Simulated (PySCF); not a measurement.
# C6H14Se: geometry, NMR shifts and electronic excitations

What NMR shifts and electronic excitations should C6H14Se (`C[Se]CC(C)(C)C`) show?

Computed with PySCF 2.14.0, with density-fitted response routines of our own, on a single molecule in the gas phase. Atoms are numbered from 0 throughout.

## 1. The starting structure

21 atoms, charge 0, multiplicity 1; geometry from: GFN2-xTB.

Bonds of the start (Å): C0–Se1 1.95, Se1–C2 1.98, C2–C3 1.53, C3–C4 1.53, C3–C5 1.53, C3–C6 1.53, C0–H7 1.09, C0–H8 1.09, C0–H9 1.09, C2–H10 1.09, C2–H11 1.09, C4–H12 1.09, C4–H13 1.09, C4–H14 1.09, C5–H15 1.09, C5–H16 1.09, C5–H17 1.09, C6–H18 1.09, C6–H19 1.09, C6–H20 1.09.

## 2. Relaxing the molecule at PBE0-D3(BJ)/def2-SVP

Job settings and geometry (Å):

```
{"job": {"xc": "PBE0", "basis": "def2-SVP", "d3": "d3bj", "grid": 1, "kind": "geom"}, "charge": 0, "multiplicity": 1}
C      3.347088    -0.808588    -0.002322
Se     1.531726    -1.504379    -0.122989
C      0.635718     0.228661     0.196951
C     -0.878384     0.206225     0.000872
C     -1.507755    -0.858046     0.898713
C     -1.419949     1.588558     0.382678
C     -1.212931    -0.089891    -1.460515
H      3.483311    -0.325207     0.962471
H      4.026430    -1.651193    -0.093679
H      3.518569    -0.102828    -0.812155
H      1.103184     0.936609    -0.492162
H      0.887044     0.514215     1.222023
H     -1.269777    -0.669342     1.943506
H     -2.589056    -0.865229     0.783800
H     -1.124313    -1.843211     0.630132
H     -1.203785     1.813564     1.425080
H     -2.497646     1.618596     0.242408
H     -0.971963     2.362908    -0.236718
H     -2.289677    -0.114079    -1.609034
H     -0.791449     0.671156    -2.113681
H     -0.803128    -1.057685    -1.746810
```

**Question.** This job is followed by: GIAO PBE0/pcSseg-1 NMR shielding, non-relativistic, gas phase; TDDFT B3LYP/def2-SVPD, vertical, gas phase, core orbitals frozen in the response; GIAO wB97X-D/pcSseg-1 NMR shielding, non-relativistic, gas phase. Predict these results of the whole session: point group; rotational constants (main isotopes); ¹³C shifts against TMS (PBE0/pcSseg-1, means over atoms taken as alike); ¹H shifts against TMS (PBE0/pcSseg-1, means over atoms taken as alike); ⁷⁷Se shifts against Me2Se (PBE0/pcSseg-1); lowest singlet (B3LYP/def2-SVPD); brightest single state of those computed; lowest triplet; vertical ionisation energy (ΔSCF); range of the shift of Se1.

As calculated:

```
                                                               quantity                        value
                                                            point group                           C1
                                   rotational constants (main isotopes)         3.44, 0.93, 0.89 GHz
¹³C shifts against TMS (PBE0/pcSseg-1, means over atoms taken as alike)   51.9, 31.8, 31.7, 14.6 ppm
 ¹H shifts against TMS (PBE0/pcSseg-1, means over atoms taken as alike)         2.26, 1.76, 1.01 ppm
                              ⁷⁷Se shifts against Me2Se (PBE0/pcSseg-1)                       11 ppm
                                       lowest singlet (B3LYP/def2-SVPD)  4.54 eV (273 nm), f = 0.001
                               brightest single state of those computed  state 4, 5.95 eV, f = 0.029
                                                         lowest triplet                      4.14 eV
                                      vertical ionisation energy (ΔSCF)                      8.02 eV
                                              range of the shift of Se1                 11 to 16 ppm
```

In words: Relaxing lowered the energy by 0.051 eV in 3 steps; the close pair that moved most is Se1–C2, from 1.977 to 1.960 Å. At PBE0/pcSseg-1: Shielding is most anisotropic at Se1 (span 731 ppm, paramagnetic term -1241 ppm). The lowest singlet, at 4.54 eV, is HOMO→LUMO 0.96 and is dark; of the 10 states computed, the strongest absorption comes from state 4 at 5.95 eV. The lowest triplet lies 0.39 eV below the lowest singlet (triplets in Tamm-Dancoff, singlets in full TDDFT). ΔSCF puts the ionisation energy at 8.02 eV, 2.32 eV above −ε(HOMO). In ppm, Se1 moves most: its shift spreads over 5 ppm, from 11 (PBE0/pcSseg-1) to 16 (wB97X-D/pcSseg-1). Spin-orbit coupling is left out, which matters for shieldings and couplings at and beside the heavy atoms.
